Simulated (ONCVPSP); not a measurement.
# Hafnium: generating and testing an ONCV potential

Aim: build the potential from the settings below, then test how well it stands in for the atom: other configurations, scattering, ghost states and the plane-wave cutoff that it needs.

The numbers are computed with ONCVPSP 4.0.1 (PBEsol, scalar-relativistic, spin-unpolarised reference atom).

## (1) Starting point

Typed settings, in words:

* element: hafnium (Hf, Z = 72)
* type: optimised norm-conserving Vanderbilt (ONCV)
* frozen core: [Xe] 4f14
* valence charge: 4
* reference configuration: 5d2 6s2
* partial waves: 6s: rc 3.10 bohr, ncon 3, nbas 7, qcut 2.6 1/bohr, 2 projectors, debl 2.8 Ha; p scattering state at 0.15 Ha: rc 3.00 bohr, ncon 4, nbas 8, qcut 2.3 1/bohr, 3 projectors, debl 1.6 Ha; 5d: rc 2.40 bohr, ncon 3, nbas 7, qcut 7.3 1/bohr, 2 projectors, debl 3.3 Ha
* local potential: polynomial inside 1.55 bohr (lpopt 5, dvloc0 0 Ha)
* core correction: not asked for

## (2) Generating the potential

Input file Hf.dat:

```
# ATOM AND REFERENCE CONFIGURATION
# atsym  z   nc   nv     iexc    psfile
  Hf 72.00   12    2  -116133      upf
#
#   n    l    f
    1    0    2.00
    2    0    2.00
    2    1    6.00
    3    0    2.00
    3    1    6.00
    3    2   10.00
    4    0    2.00
    4    1    6.00
    4    2   10.00
    4    3   14.00
    5    0    2.00
    5    1    6.00
    5    2    2.00
    6    0    2.00
#
# PSEUDOPOTENTIAL AND OPTIMIZATION
# lmax
    2
#
#   l,   rc,      ep,       ncon, nbas, qcut
    0    3.10    0.00    3    7    2.60
    1    3.00    0.15    4    8    2.30
    2    2.40    0.00    3    7    7.30
#
# LOCAL POTENTIAL
# lloc, lpopt,  rc(5),   dvloc0
    4    5    1.55    0.00
#
# VANDERBILT-KLEINMAN-BYLANDER PROJECTORs
# l, nproj, debl
    0    2    2.80
    1    3    1.60
    2    2    3.30
#
# MODEL CORE CHARGE
# icmod, fcfact, rcfact
    0    0.00    0.00
#
# LOG DERIVATIVE ANALYSIS
# epsh1, epsh2, depsh
   -2.00    5.00    0.02
#
# OUTPUT GRID
# rlmax, drl
    6.00    0.01
#
# TEST CONFIGURATIONS
# ncnf
    4
# nvcnf
#   n    l    f
    2
    5    2    2.00
    6    0    1.00
#
    2
    5    2    2.00
    6    0    0.00
#
    2
    5    2    1.00
    6    0    0.00
#
    2
    5    2    2.00
    6    0    1.50
#
```

The run is started by

```console
oncvpsp.x < Hf.dat > Hf.out
```

The output, Hf.out (without the consistency checks and plot data):

```text
ONCVPSP  (Optimized Norm-Conservinng Vanderbilt PSeudopotential)
scalar-relativistic version 4.0.1

#   n    l    f        energy (Ha)
    1    0    2.00    -2.3983972E+03
    2    0    2.00    -4.1018111E+02
    2    1    6.00    -3.6018756E+02
    3    0    2.00    -9.3452265E+01
    3    1    6.00    -7.8519957E+01
    3    2   10.00    -6.0845255E+01
    4    0    2.00    -1.8815769E+01
    4    1    6.00    -1.3916936E+01
    4    2   10.00    -7.5891446E+00
    4    3   14.00    -6.1959107E-01
    5    0    2.00    -2.4637216E+00
    5    1    6.00    -1.3078983E+00
    5    2    2.00    -9.9752009E-02
    6    0    2.00    -1.8856159E-01

Reference configufation results
  iterations    33
  all-electron total energy (Ha)   -1.50736617D+04

Begin loop to  construct optimized pseudo wave functions
and semi-local pseudopoentials for all angular momenta

   Wellstate for l =  0  n =  9
     eigenvalue =   2.6114
     asymptotic potential =   3.1114
     half-point radius =  5.3033

Calculating optimized projector #   1

 for l=   0

    Fraction of norm inside rc  0.441114
    Optimizing pswf for qcut=   2.60 a_B^-1,  ecut=   3.39 Ha
    Residual kinetic energy error=  7.28D-05 Ha

    Energy error per electron        Cutoff
         Ha          eV             Ha
         0.01000     0.27211        1.52
         0.00100     0.02721        2.44
         0.00010     0.00272        3.56
         0.00001     0.00027       12.80

Calculating optimized projector #   2

 for l=   0

    Fraction of norm inside rc  0.195171
    Optimizing pswf for qcut=   2.60 a_B^-1,  ecut=   3.39 Ha
    Residual kinetic energy error=  1.49D-01 Ha

    Energy error per electron        Cutoff
         Ha          eV             Ha
         0.01000     0.27211       11.22
         0.00100     0.02721       20.58
         0.00010     0.00272       40.67
         0.00001     0.00027       85.36

WARNING wellstate: moderately localized bound state found for n= 6 l=  1
WARNING scattering state with energy  0.05000000
WARNING will be used for the first projector

   Wellstate for l =  1  n =  6
     eigenvalue =   0.0500
     asymptotic potential =   0.5500
     half-point radius =  5.1035

   Wellstate for l =  1  n =  8
     eigenvalue =   1.6500
     asymptotic potential =   2.1500
     half-point radius =  5.4209

   Wellstate for l =  1  n =  9
     eigenvalue =   3.2500
     asymptotic potential =   3.7500
     half-point radius =  5.0496

Calculating optimized projector #   1

 for l=   1

    Fraction of norm inside rc  0.304774
    Optimizing pswf for qcut=   2.31 a_B^-1,  ecut=   2.66 Ha
    Residual kinetic energy error=  1.97D-04 Ha

    Energy error per electron        Cutoff
         Ha          eV             Ha
         0.01000     0.27211        1.17
         0.00100     0.02721        2.22
         0.00010     0.00272        3.72
         0.00001     0.00027       21.30

Calculating optimized projector #   2

 for l=   1

    Fraction of norm inside rc  0.181814
    Optimizing pswf for qcut=   2.31 a_B^-1,  ecut=   2.66 Ha
    Residual kinetic energy error=  6.72D-02 Ha

    Energy error per electron        Cutoff
         Ha          eV             Ha
         0.01000     0.27211        5.30
         0.00100     0.02721       24.85
         0.00010     0.00272       30.54
         0.00001     0.00027       40.11

Calculating optimized projector #   3

 for l=   1

    Fraction of norm inside rc  0.184942
    Optimizing pswf for qcut=   2.31 a_B^-1,  ecut=   2.66 Ha
    Residual kinetic energy error=  3.83D-01 Ha

    Energy error per electron        Cutoff
         Ha          eV             Ha
         0.01000     0.27211       23.46
         0.00100     0.02721       37.35
         0.00010     0.00272       44.17
         0.00001     0.00027       59.43

   Wellstate for l =  2  n =  8
     eigenvalue =   3.2002
     asymptotic potential =   3.7002
     half-point radius =  4.3996

Calculating optimized projector #   1

 for l=   2

    Fraction of norm inside rc  0.561130
    Optimizing pswf for qcut=   7.31 a_B^-1,  ecut=  26.70 Ha
    Residual kinetic energy error=  9.68D-10 Ha

    Energy error per electron        Cutoff
         Ha          eV             Ha
         0.01000     0.27211        8.75
         0.00100     0.02721       12.15
         0.00010     0.00272       15.21
         0.00001     0.00027       17.80

Calculating optimized projector #   2

 for l=   2

    Fraction of norm inside rc  0.176106
    Optimizing pswf for qcut=   7.31 a_B^-1,  ecut=  26.70 Ha
    Residual kinetic energy error=  3.90D-09 Ha

    Energy error per electron        Cutoff
         Ha          eV             Ha
         0.01000     0.27211       11.54
         0.00100     0.02721       14.75
         0.00010     0.00272       17.25
         0.00001     0.00027       19.64

Construct Vanderbilt / Kleinmman-Bylander projectors

B matrix Hermiticity error, ll=   0
   1   2    9.7634E-05

  Orthonormal projector coefficients  7.3098E+00  1.0747E+00

B matrix Hermiticity error, ll=   1
   1   2   -7.7924E-05
   1   3    1.1651E-04
   2   3    9.7687E-05

  Orthonormal projector coefficients  2.4191E+01  3.7686E+00  5.3652E-01

B matrix Hermiticity error, ll=   2
   1   2    1.6598E-04

  Orthonormal projector coefficients  2.4523E+00  3.8183E-01

Pseudoatom total energy   -2.771784

Diagnostic tests using Vanderbilt-Kleinman-Bylander pseudopotentials
  1 or more projectors used as specified by nproj input data

   l    rcore       rmatch      e in        delta e   norm test  slope test

   0   3.1063156   3.2006300  -0.1885616   0.0000104   1.0001583   1.0004127
   0   3.1063156   3.2006300   2.6114384   0.0005145   1.0001972   1.0001972

   1   3.0147803   3.1063156   0.0500000   0.0000010   1.0000578   1.0000578
   1   3.0147803   3.1063156   1.6500000   0.0000027   1.0001632   1.0001632
   1   3.0147803   3.1063156   3.2500000   0.0000454   1.0001085   1.0001085

   2   2.4017755   2.4746986  -0.0997520  -0.0000003   1.0000250   1.0000228
   2   2.4017755   2.4746986   3.2002480   0.0000337   1.0001536   1.0001536

 Testing for bound ghosts
   n   l    E NL Schr. Eq   E Basis Diag.   E Cutoff

       0                       -0.330600     19.38  WARNING - GHOST(-)
   1   0       -0.188551       -0.187921     19.38

   2   1       -0.050390       -0.039843     43.21

   3   2       -0.099752       -0.096948     44.68

 Testing for highly-localized positive-energy ghosts
       l    <radius>/rc     E Basis Diag.   E Cutoff

       0        0.960741        3.805392     19.38  WARNING - GHOST(+)

       1        0.439128        2.580432     43.21  WARNING - GHOST(+)

       1        0.897348       14.679716     43.21  WARNING - GHOST(+)

       1        0.369944       25.218920     43.21  WARNING - GHOST(+)

       1        0.943172       44.548092     43.21  WARNING - GHOST(+)

Test configuration 0

   n   l     f        eae           eps        diff
   1   0  2.0000-2398.39720691
   2   0  2.0000 -410.18110614
   2   1  6.0000 -360.18756294
   3   0  2.0000  -93.45226497
   3   1  6.0000  -78.51995669
   3   2 10.0000  -60.84525458
   4   0  2.0000  -18.81576898
   4   1  6.0000  -13.91693594
   4   2 10.0000   -7.58914458
   4   3 14.0000   -0.61959107
   5   0  2.0000   -2.46372161
   5   1  6.0000   -1.30789827
   5   2  2.0000   -0.09975201   -0.09975235   -3.39D-07
   6   0  2.0000   -0.18856159   -0.18855119    1.04D-05

    Total energies and differences
      AE_ref= -1.50736617D+04  AE_tst= -1.50736617D+04  dif=  0.00D+00
      PS_ref= -2.77178359D+00  PS_tst= -2.77178359D+00  dif=  4.88D-15
      PSP excitation error= -4.88D-15

Test configuration 1

   n   l     f        eae           eps        diff
   1   0  2.0000-2398.65458999
   2   0  2.0000 -410.43690536
   2   1  6.0000 -360.44342818
   3   0  2.0000  -93.70801255
   3   1  6.0000  -78.77570859
   3   2 10.0000  -61.10092835
   4   0  2.0000  -19.07156123
   4   1  6.0000  -14.17270691
   4   2 10.0000   -7.84482118
   4   3 14.0000   -0.87514208
   5   0  2.0000   -2.71923942
   5   1  6.0000   -1.56379413
   5   2  2.0000   -0.33990324   -0.34096425   -1.06D-03
   6   0  1.0000   -0.40451831   -0.40521313   -6.95D-04

    Total energies and differences
      AE_ref= -1.50736617D+04  AE_tst= -1.50733674D+04  dif=  2.94D-01
      PS_ref= -2.77178359D+00  PS_tst= -2.47700853D+00  dif=  2.95D-01
      PSP excitation error= -4.50D-04

Test configuration 2

   n   l     f        eae           eps        diff
   1   0  2.0000-2398.95594045
   2   0  2.0000 -410.73604171
   2   1  6.0000 -360.74267245
   3   0  2.0000  -94.00663328
   3   1  6.0000  -79.07433985
   3   2 10.0000  -61.39951363
   4   0  2.0000  -19.37032876
   4   1  6.0000  -14.47149218
   4   2 10.0000   -8.14353910
   4   3 14.0000   -1.17359152
   5   0  2.0000   -3.01755894
   5   1  6.0000   -1.86120774
   5   2  2.0000   -0.61348959   -0.61336309    1.27D-04

    Total energies and differences
      AE_ref= -1.50736617D+04  AE_tst= -1.50728469D+04  dif=  8.15D-01
      PS_ref= -2.77178359D+00  PS_tst= -1.95696860D+00  dif=  8.15D-01
      PSP excitation error= -1.24D-07

Test configuration 3

psatom: WARNING lschvkbb convergence error n,l,iter=   3   2   4
ea(ii),et,emin,emax -1.087253E-01 -1.195978E-01 -1.195978E-01 -1.195978E-01
run_config: WARNING for fully non-local PS atom, stg. 1
 WARNING no output for configuration 4

Test configuration 4

   n   l     f        eae           eps        diff
   1   0  2.0000-2398.51960711
   2   0  2.0000 -410.30278306
   2   1  6.0000 -360.30926801
   3   0  2.0000  -93.57397114
   3   1  6.0000  -78.64166429
   3   2 10.0000  -60.96691902
   4   0  2.0000  -18.93748745
   4   1  6.0000  -14.03863943
   4   2 10.0000   -7.71079796
   4   3 14.0000   -0.74119873
   5   0  2.0000   -2.58532852
   5   1  6.0000   -1.42982955
   5   2  2.0000   -0.21485689   -0.21531866   -4.62D-04
   6   0  1.5000   -0.29337683   -0.29372189   -3.45D-04

    Total energies and differences
      AE_ref= -1.50736617D+04  AE_tst= -1.50735416D+04  dif=  1.20D-01
      PS_ref= -2.77178359D+00  PS_tst= -2.65153348D+00  dif=  1.20D-01
      PSP excitation error= -1.21D-04
```

It took 4.1 s on 1 thread of Intel Xeon 6975P-C, shared host.

The projector energies used in the p channel were 0.050, 1.650, 3.250 Ha; the program set a typed value aside.

Partial waves on a coarse radial grid (AE all-electron, PS pseudo):

```csv
r (bohr),5d AE,5d PS
0.155,0.1465,0.0035
0.310,-0.1986,0.0262
0.465,-0.2495,0.0801
0.620,-0.0679,0.1659
0.775,0.1555,0.2737
0.930,0.3441,0.3871
1.085,0.4813,0.4897
1.240,0.5717,0.5700
1.395,0.6251,0.6233
1.550,0.6509,0.6510
1.705,0.6574,0.6584
1.860,0.6506,0.6514
2.015,0.6350,0.6354
2.170,0.6140,0.6141
2.325,0.5898,0.5897
2.480,0.5638,0.5637
2.635,0.5370,0.5370
2.790,0.5100,0.5100
2.945,0.4833,0.4832
3.100,0.4570,0.4570
3.255,0.4314,0.4314
3.410,0.4066,0.4066
3.565,0.3827,0.3827
3.720,0.3597,0.3597
3.875,0.3377,0.3377
4.030,0.3167,0.3167
```

## (3) The configuration tests of the same run

1 test gave no usable energy difference (5d1 6s0).

Excitation and ionisation energies from 5d2 6s2, with the error of the potential.

```csv
valence configuration,charge,ΔE all-electron (eV),error AE − PS (meV)
5d2 6s1,+1,8.009,-12
5d2 6s0,+2,22.172,0.0
5d2 6s1.5,+0.5,3.269,-3.3
```

## (4) Logarithmic derivatives

Taken from the files of the generation run. The phase is arctan(r·R′/R) of the radial function R, unwrapped, with energies in Ha. A pole is an energy at which the radial function vanishes at the test radius. The pseudo phase is shifted by a multiple of π to meet the all-electron one at the reference energy. Levels narrower than the energy grid can be missing from the poles. The last column is the largest difference on the grid between −0.5 and +0.5 Ha.

```tsv
channel	radius (bohr)	reference (Ha)	poles AE	poles PS	window around the reference with phases within 0.05 rad (Ha)	largest difference near zero (rad)
s	3.14	-0.19	0.53, 3.66	-0.33, 0.51, 3.36, 4.79	-0.3 to 1.4	3.093
p	3.05	0.05	-1.29, 1.26, 4.82	1.26, 2.59	-1.1 to 2.4	0.010
d	2.43	-0.10	0.47, 4.45	0.47, 4.45	the whole range	0.000
```

Phases (rad) along the scan:

```
E (Ha)    s AE    s PS    d AE    d PS
 -1.98   1.356   4.494   1.295   1.295
 -1.62   1.318   4.455   1.250   1.250
 -1.26   1.254   4.391   1.175   1.175
 -0.90   1.117   4.251   1.024   1.024
 -0.54   0.623   3.747   0.551   0.551
 -0.18  -0.953  -0.953  -0.838  -0.838
  0.18  -1.421  -1.423  -1.407  -1.407
  0.54  -1.575  -1.580  -1.603  -1.603
  0.90  -1.684  -1.696  -1.738  -1.739
  1.26  -1.840  -1.873  -1.908  -1.908
  1.62  -2.397  -2.569  -2.286  -2.287
  1.98  -4.115  -4.167  -3.416  -3.418
  2.34  -4.481  -4.484  -4.197  -4.197
  2.70  -4.592  -4.592  -4.435  -4.435
  3.06  -4.650  -4.657  -4.543  -4.543
  3.42  -4.690  -4.728  -4.606  -4.606
  3.78  -4.723  -7.193  -4.651  -4.651
  4.14  -4.757  -7.784  -4.686  -4.686
  4.50  -4.797  -7.831  -4.716  -4.717
  4.86  -4.860  -7.859  -4.746  -4.746
```

## (5) Plane-wave cutoff and ghosts

From the same output: the cutoffs (Ha) at which the residual kinetic energy of the hardest occupied pseudo-wave falls to 1 and 0.1 mHa per electron are 12 Ha and 15 Ha.

The program's own ghost test: GHOST(-) flagged for s at -9.0 eV; GHOST(+) flagged for s at 103.5 eV, p at 70.2 eV, p at 399.5 eV, p at 686.2 eV, p at 1212.2 eV.

Cutoff (Ha) at which the first wave of each channel reaches a given error (Ha per electron):

```
  error     s     p     d
1.0e-02   1.5   1.2   8.7
3.2e-03   2.1   1.7  10.5
1.0e-03   2.4   2.2  12.2
3.2e-04   2.8   2.7  13.6
1.0e-04   3.6   3.7  15.2
3.2e-05   5.6  14.4  16.5
1.0e-05  12.8  21.3  17.8
```

## (6) Summary of results

| quantity | value |
| --- | --- |
| cutoffs for 1 and 0.1 mHa per electron, occupied waves | 12 Ha and 15 Ha |
| bound ghosts | s at -9.00 eV |
| GHOST(+) flags | s at 104 eV, p at 70 eV, p at 399 eV, p at 686 eV (1 near or above the test basis's cutoff) |
| largest test error (AE − PS) | -12 meV, for 5d2 6s1 (1 test unsolved) |
| largest phase difference near zero energy, channels read | 3.093 rad |
| projector energies reset by the program | p: 0.050, 1.650, 3.250 Ha |

**Reading.** It has a bound ghost (s), a state that the atom doesn't have, and that rules the file out. The worst unpolarised test, 5d2 6s1, is off by 12 meV on 8.0 eV; by total energies transferability rates as good where solved. Atomic tests can pass in spite of a ghost, since they solve only for the levels asked. Of the tests 1 gave no usable energy difference, which is a warning in itself. By its cutoff, 12 Ha for the looser tolerance, it is soft on the atom at that tolerance. At the looser tolerance the 5d wave is the slowest; 6s needs 2 Ha. Near zero energy the largest phase difference among the channels read is 3.09 rad, in the s channel. A step near π is an extra or missing state, not a misfit of shape. The pseudo curves have a pole with no partner nearby in the atom's: s at -0.33 Ha. The program also flags highly localised states, GHOST(+) (s, p). These are tests on the free atom; a crystal test is still owed.
